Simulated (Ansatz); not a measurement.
# ClF2H3Si2: the cost of one run

Computed with Ansatz 0.2.0, Gaussian basis. Level: the settings change from run to run.

## 1. The geometry

An earlier PBE0-D4/def2-TZVP relaxation fixed the geometry.

SMILES `F[Si](F)([SiH3])Cl`, 8 atoms, charge 0, spin multiplicity 1.

Atoms are counted from 1 here; the program's logs count them from 0.

Bond lengths: F1–Si2 1.585 Å, Si2–F3 1.585 Å, Si2–Si4 2.330 Å, Si2–Cl5 2.034 Å, Si4–H6 1.484 Å, Si4–H7 1.484 Å, Si4–H8 1.484 Å. Angles: F1–Si2–F3 106.4°, F1–Si2–Si4 111.5°, F1–Si2–Cl5 107.7°, F3–Si2–Si4 111.5°, F3–Si2–Cl5 107.7°, Si4–Si2–Cl5 111.9°, Si2–Si4–H6 108.3°, Si2–Si4–H7 109.5°, Si2–Si4–H8 108.3°, H6–Si4–H7 110.3°, H6–Si4–H8 110.2°, H7–Si4–H8 110.3°.

## 2. wB97/cc-pVTZ

in.yaml reads:

```yaml
crystal:
  periodic: [false, false, false]
  atoms:
    - {symbol: F, position_ang: [1.644445, -0.598374, 1.432560]}
    - {symbol: Si, position_ang: [1.088520, -0.252015, -0.010833]}
    - {symbol: F, position_ang: [1.432039, -1.495196, -0.932189]}
    - {symbol: Si, position_ang: [-1.203194, 0.167240, 0.036001]}
    - {symbol: Cl, position_ang: [2.138633, 1.343271, -0.710164]}
    - {symbol: H, position_ang: [-1.444837, 1.333042, 0.921835]}
    - {symbol: H, position_ang: [-1.915056, -1.028319, 0.553100]}
    - {symbol: H, position_ang: [-1.648450, 0.473352, -1.346109]}
basis:
  gaussian: {orbitals: cc-pVTZ}
hamiltonian: {xc: {name: wB97}}
output: {forces: true}
```

Launch:

```bash
ansatz run in.yaml --threads 4 --pin off --events-out ev --progress --plain --max-ram 10444MiB
```

**Question.** How long does this run take on 4 threads of Arm Neoverse V1, shared host, and how much memory does it need?

About 6.5 s, with a peak of 0.41 GiB.
